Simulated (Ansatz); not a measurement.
# AlH6OPSi: basis-set convergence

How large a basis does AlH6OPSi need? Two functionals are run in growing sets.

Computed with Ansatz 0.2.0, Gaussian basis. Level: one geometry, several basis sets.

Plan: PBE0-D4/def2-SVP; ωB97M-V/def2-SVP; PBE0-D4/def2-QZVPP; ωB97M-V/def2-QZVPP; the functionals' def2-TZVPP values are taken from earlier runs.

### Step 1. The geometry

All runs share one geometry, relaxed beforehand with PBE0-D4 in a triple-zeta def2 set.

SMILES `[OH][AlH][SiH2]P`, 10 atoms, charge 0, spin multiplicity 1.

Atoms are counted from 1 here; the program's logs count them from 0.

Bond lengths: O1–Al2 1.698 Å, O1–H5 0.956 Å, Al2–Si3 2.436 Å, Al2–H6 1.590 Å, Si3–P4 2.276 Å, Si3–H7 1.490 Å, Si3–H8 1.492 Å, P4–H9 1.422 Å, P4–H10 1.422 Å. Angles: Al2–O1–H5 123.4°, O1–Al2–Si3 115.7°, O1–Al2–H6 119.3°, Si3–Al2–H6 124.8°, Al2–Si3–P4 110.2°, Al2–Si3–H7 114.2°, Al2–Si3–H8 113.0°, P4–Si3–H7 106.0°, P4–Si3–H8 105.3°, H7–Si3–H8 107.5°, Si3–P4–H9 94.8°, Si3–P4–H10 94.8°, H9–P4–H10 93.2°.

### Step 2. PBE0-D4 in def2-SVP

Contents of in.yaml:

```yaml
crystal:
  periodic: [false, false, false]
  atoms:
    - {symbol: O, position_ang: [-2.073745, 0.924719, -1.106212]}
    - {symbol: Al, position_ang: [-0.671245, 1.269803, -0.212529]}
    - {symbol: Si, position_ang: [1.170344, -0.300242, -0.490783]}
    - {symbol: P, position_ang: [1.049424, -1.941711, 1.081500]}
    - {symbol: H, position_ang: [-2.884713, 1.425228, -1.027859]}
    - {symbol: H, position_ang: [-0.682742, 2.481789, 0.817047]}
    - {symbol: H, position_ang: [1.187945, -0.995252, -1.808375]}
    - {symbol: H, position_ang: [2.508715, 0.330186, -0.299232]}
    - {symbol: H, position_ang: [-0.335618, -2.194570, 0.884075]}
    - {symbol: H, position_ang: [0.814834, -1.051149, 2.165369]}
basis:
  gaussian: {orbitals: def2-SVP}
hamiltonian: {xc: pbe0, dispersion: d4}
output: {orbitals: {seedname: orbitals}}
```

Run with:

```
$ ansatz run in.yaml --threads 2 --pin off --events-out ev --progress --plain --max-ram 4352MiB
```

After this run come: ωB97M-V in def2-SVP; PBE0-D4 in def2-QZVPP; ωB97M-V in def2-QZVPP.

Q: Predict the results of all the runs planned. Wanted: PBE0-D4: double and triple zeta above quadruple; ωB97M-V: double and triple zeta above quadruple.

As calculated:

```
                                       quantity           value
PBE0-D4: double and triple zeta above quadruple  11.90, 0.89 eV
ωB97M-V: double and triple zeta above quadruple  11.96, 0.85 eV
```

PBE0-D4 gains 11.01 eV from double to triple zeta, then 0.89 eV more. These are total energies; as a rule much of such shifts cancels in differences, which this series doesn't test.
